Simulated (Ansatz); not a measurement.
# GaClF (SMILES [F][Ga][Cl]): UHF/3-21G

What is the energy change on altering one bond length of GaClF at UHF/3-21G? 

Program for the calculation: Ansatz 0.2.0.

27 further runs of the same task are left out: 27 set aside as unsound or not needed.

## 1. The system as given

GaClF: 3 atoms, total charge 0, spin state doublet. As SMILES, `[F][Ga][Cl]`. Geometry: relaxed at PBE0-D4/def2-TZVP.

Bond lengths: F1–Ga2 1.758 Å, Ga2–Cl3 2.157 Å. Angles: F1–Ga2–Cl3 117.7°.

## 2. A single-point energy at UHF/3-21G

The input, job.yaml:

```yaml
crystal:
  periodic: [false, false, false]
  atoms:
    - {symbol: F, position_ang: [-1.421100, 0.295900, -0.754800]}
    - {symbol: Ga, position_ang: [0.066400, 0.649600, 0.112200]}
    - {symbol: Cl, position_ang: [1.343900, -1.010300, 0.629300]}
basis:
  gaussian: {orbitals: 3-21G-spherical.json}
magnetization: {spin_polarized: true, initial_magnetization: 1}
hamiltonian: {xc: hf}
accuracy: high
output: {orbitals: {seedname: orbitals}}
```

The basis set 3-21G is read from a file made from the Basis Set Exchange's data (not shown).

On the command line:

```bash
$ ansatz run job.yaml --threads 1 --pin off --max-ram 3480MiB --events-out events.jsonl --progress --plain --runs-dir runs
```

What it wrote:

```text
Warning: RAYON_NUM_THREADS=1 ignored (pool sized by the plan → 1); use --threads N
Functional definition: HF
  name "HF"
  exchange = exact_x
  correlation = 0
743 factors; integrals over basis functions are off by at most 4.4e-9 eV
mean field evaluation 1: about -67213.4349 eV, gradient 2.1e1 eV
mean field evaluation 2: about -67213.4549 eV, gradient 2.1e1 eV
mean field evaluation 4: about -67215.6449 eV, gradient 1.6e0 eV
mean field evaluation 8: about -67215.7109 eV, gradient 1.3e-1 eV
mean field -67215.71140473 eV, -2470.1318336783 hartree, gradient 7.2e-8 eV, S^2 0.754942; 0 other end points of the search recorded, 0 dependent functions left out
reference -67215.71140473 eV, -2470.1318336783 hartree; 29, 28 occupied and 15, 16 virtual orbitals, 743 factors
Total energy: -67215.71140473 eV, -2470.1318336783 hartree
```

Wall time 0.64 s (1 thread of Arm Neoverse V2, shared host); peak memory 0.12 GiB.

## 3. The distorted shape at the same level

The input, input.yaml:

```yaml
crystal:
  periodic: [false, false, false]
  atoms:
    - {symbol: F, position_ang: [-1.644195, 0.242852, -0.884833]}
    - {symbol: Ga, position_ang: [0.066400, 0.649600, 0.112200]}
    - {symbol: Cl, position_ang: [1.343900, -1.010300, 0.629300]}
basis:
  gaussian:
    orbitals: 3-21G-spherical.json
magnetization:
  spin_polarized: true
  initial_magnetization: 1
hamiltonian:
  xc: hf
accuracy: high
output:
  orbitals: {seedname: orbitals}
```

The basis set 3-21G is read from a file made from the Basis Set Exchange's data (not shown).

On the command line:

```bash
$ ansatz run input.yaml --threads 1 --pin off --max-ram 3480MiB --events-out events.jsonl --progress --plain --runs-dir runs
```

What it wrote:

```text
Warning: RAYON_NUM_THREADS=1 ignored (pool sized by the plan → 1); use --threads N
[... 4 set-up lines as earlier in the session ...]
729 factors; integrals over basis functions are off by at most 5.7e-9 eV
mean field evaluation 1: about -67211.8084 eV, gradient 2.3e1 eV
mean field evaluation 2: about -67211.8417 eV, gradient 2.3e1 eV
mean field evaluation 4: about -67214.5285 eV, gradient 2.0e0 eV
mean field evaluation 8: about -67214.6265 eV, gradient 3.8e-1 eV
mean field evaluation 16: about -67214.6329 eV, gradient 2.1e-6 eV
mean field evaluation 32: about -67212.2990 eV, gradient 1.1e0 eV
mean field -67214.63286402 eV, -2470.0921980383 hartree, gradient 5.9e-8 eV, S^2 0.764069; 0 other end points of the search recorded, 0 dependent functions left out
reference -67214.63286402 eV, -2470.0921980383 hartree; 29, 28 occupied and 15, 16 virtual orbitals, 729 factors
Total energy: -67214.63286402 eV, -2470.0921980383 hartree
```

Wall time 0.86 s (1 thread of Arm Neoverse V2, shared host); peak memory 0.11 GiB.

## 4. What came out

At UHF/3-21G:

| quantity | value |
| --- | --- |
| first shape: total energy | -2470.13183 Eh |
| first shape: HOMO energy (highest over α and β) | -9.89 eV |
| first shape: LUMO energy (lowest over α and β) | -0.66 eV |
| first shape: ⟨S²⟩ | 0.755 |
| distorted shape: total energy | -2470.09220 Eh |
| distorted shape: HOMO energy (highest over α and β) | -10.26 eV |
| distorted shape: LUMO energy (lowest over α and β) | -1.02 eV |
| distorted shape: ⟨S²⟩ | 0.764 |
| energy change with the F1–Ga2 bond stretched from 1.758 to 2.021 Å | 1.079 eV |

What this shows: With the F1–Ga2 bond stretched from 1.758 to 2.021 Å the energy rises by 1.08 eV (25 kcal/mol). The first shape isn't relaxed at this level, so the change isn't measured from a minimum.
